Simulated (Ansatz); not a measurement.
# C18N: the cost of one run

All numbers below are computed with Ansatz 0.2.0 (DFT PBEsol, plane waves, PAW, scalar-relativistic, collinear spin).

1 further run of the same task is left out (it didn't finish).

### 1 The structure to begin with

The cell holds 19 atoms (C18N): a = 7.398 Å, b = 7.398 Å, c = 12.000 Å, α = 90.00°, β = 90.00°, γ = 120.00°.

As a file:

```xyz
19
Lattice="7.3980 0.0000 0.0000 -3.6990 6.4069 0.0000 0.0000 0.0000 12.0000" Properties=species:S:1:pos:R:3 pbc="T T T"
C     0.0000    0.0000    1.0000
C     1.2330    0.7119    1.0000
C    -1.2330    2.1356    1.0000
C     0.0000    2.8475    1.0000
C    -2.4660    4.2712    1.0000
C    -1.2330    4.9831    1.0000
C     2.4660    0.0000    1.0000
C     3.6990    0.7119    1.0000
C     1.2330    2.1356    1.0000
C     2.4660    2.8475    1.0000
C     0.0000    4.2712    1.0000
C     1.2330    4.9831    1.0000
C     4.9320    0.0000    1.0000
C     6.1650    0.7119    1.0000
C     3.6990    2.1356    1.0000
C     4.9320    2.8475    1.0000
C     2.4660    4.2712    1.0000
C     3.6990    4.9831    1.0000
N     3.3178    6.2878    2.4600
```

### 2 Relaxing end A

input.yaml reads:

```yaml
crystal:
  lattice:
    - [7.398, 0.0, 0.0]
    - [-3.699, 6.406856, 0.0]
    - [0.0, 0.0, 12.0]
  atoms:
    - { symbol: C, position: [0.0, 0.0, 0.0833333] }
    - { symbol: C, position: [0.2222222, 0.1111111, 0.0833333] }
    - { symbol: C, position: [0.0, 0.3333333, 0.0833333] }
    - { symbol: C, position: [0.2222222, 0.4444444, 0.0833333] }
    - { symbol: C, position: [0.0, 0.6666667, 0.0833333] }
    - { symbol: C, position: [0.2222222, 0.7777778, 0.0833333] }
    - { symbol: C, position: [0.3333333, 0.0, 0.0833333] }
    - { symbol: C, position: [0.5555556, 0.1111111, 0.0833333] }
    - { symbol: C, position: [0.3333333, 0.3333333, 0.0833333] }
    - { symbol: C, position: [0.5555556, 0.4444444, 0.0833333] }
    - { symbol: C, position: [0.3333333, 0.6666667, 0.0833333] }
    - { symbol: C, position: [0.5555556, 0.7777778, 0.0833333] }
    - { symbol: C, position: [0.6666667, 0.0, 0.0833333] }
    - { symbol: C, position: [0.8888889, 0.1111111, 0.0833333] }
    - { symbol: C, position: [0.6666667, 0.3333333, 0.0833333] }
    - { symbol: C, position: [0.8888889, 0.4444444, 0.0833333] }
    - { symbol: C, position: [0.6666667, 0.6666667, 0.0833333] }
    - { symbol: C, position: [0.8888889, 0.7777778, 0.0833333] }
    - { symbol: "N", position: [0.9391873, 0.9814219, 0.205], spin: 1.0 }
magnetization:
  spin_polarized: true
basis:
  ecutwfc: 420.0
kpoints:
  mp_grid: { grid: [2, 2, 1] }
hamiltonian:
  xc: pbesol
scf:
  occupations: { method: fermi_dirac, width: 0.02 }
  lower_state_search: "off"
relax:
  f_tol: 0.03
  max_steps: 60
  adjacent_minimum: "off"
```

Command:

```console
$ ansatz run input.yaml --threads 2 --pin off --max-ram 5120MiB --backend cpu --events-out ev --progress --plain --runs-dir out
```

Q: Estimate wall time and peak memory on 2 threads of Intel Xeon Platinum 8259CL at 2.50GHz (Skylake/Cascade Lake), shared host.

About 80 s, with a peak of 0.98 GiB.
